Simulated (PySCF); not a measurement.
# C₃H₆GaN₃O: electronic excitations

What electronic excitations should C₃H₆GaN₃O (`[H]/N=[CH]\[Ga@@H-]([N+]#C)[NH]C=O`) show?

Computed with PySCF 2.14.0, with density-fitted response routines of our own, on a single molecule in the gas phase. Atoms are numbered from 0 throughout.

### Step 1. The starting structure

14 atoms, charge 0, multiplicity 1; geometry from: GFN2-xTB.

Bonds of the start (Å): C0–N1 1.17, N1–Ga2 2.05, Ga2–C3 2.09, C3–N4 1.24, Ga2–N5 2.00, N5–C6 1.30, C6–O7 1.25, C0–H8 1.06, Ga2–H9 1.53, C3–H10 1.09, N4–H11 1.07, N5–H12 1.01, C6–H13 1.10.

### Step 2. Ultraviolet spectrum: wB97X-D/def2-SVPD

Job settings and geometry (Å):

```
{"job": {"kind": "uv", "xc": "wB97X-D", "basis": "def2-SVPD", "nstates": 8, "ntriplets": 3}, "charge": 0, "multiplicity": 1}
C      2.324320    -0.920035    -0.082092
N      1.264191    -1.121596    -0.533357
Ga    -0.377645     0.077100    -0.776451
C      0.785723     1.577531     0.100646
N      1.943939     1.531966     0.543241
N     -1.515831    -1.135393     0.335502
C     -2.439778    -0.215561     0.385396
O     -2.198707     0.901167    -0.127552
H      3.311652    -1.235313     0.159873
H     -0.646021    -0.144055    -2.267423
H      0.282439     2.540064     0.191780
H      2.397850     0.572499     0.438030
H     -1.722272    -2.040445     0.739431
H     -3.410538    -0.388401     0.870810
```

Method: TDDFT wB97X-D/def2-SVPD, vertical, gas phase, core orbitals frozen in the response.

The run is started by

```
$ OMP_NUM_THREADS=1 python probes_run.py task.json out
```

This one command runs all jobs of the session in turn.

What will the session give for the following? lowest singlet (wB97X-D/def2-SVPD); brightest single state of those computed; lowest triplet; surface potential, 1st and 99th percentile. Wanted: lowest singlet; brightest single state of those computed; lowest triplet; surface potential, 1st and 99th percentile.

The runs gave:

| quantity | value |
| --- | --- |
| lowest singlet (wB97X-D/def2-SVPD) | 4.45 eV (279 nm), f = 0.002 |
| brightest single state of those computed | state 2, 4.64 eV, f = 0.192 |
| lowest triplet | 3.19 eV |
| surface potential, 1st and 99th percentile | -1.64 V and 2.62 V |

**Reading.** The first singlet state (HOMO→LUMO+1 0.75, HOMO→LUMO+2 0.19) lies at 4.45 eV and is weak; of the 8 states computed, the strongest absorption comes from state 2 at 4.64 eV. The lowest triplet lies 1.26 eV below the lowest singlet (triplets in Tamm-Dancoff, singlets in full TDDFT).
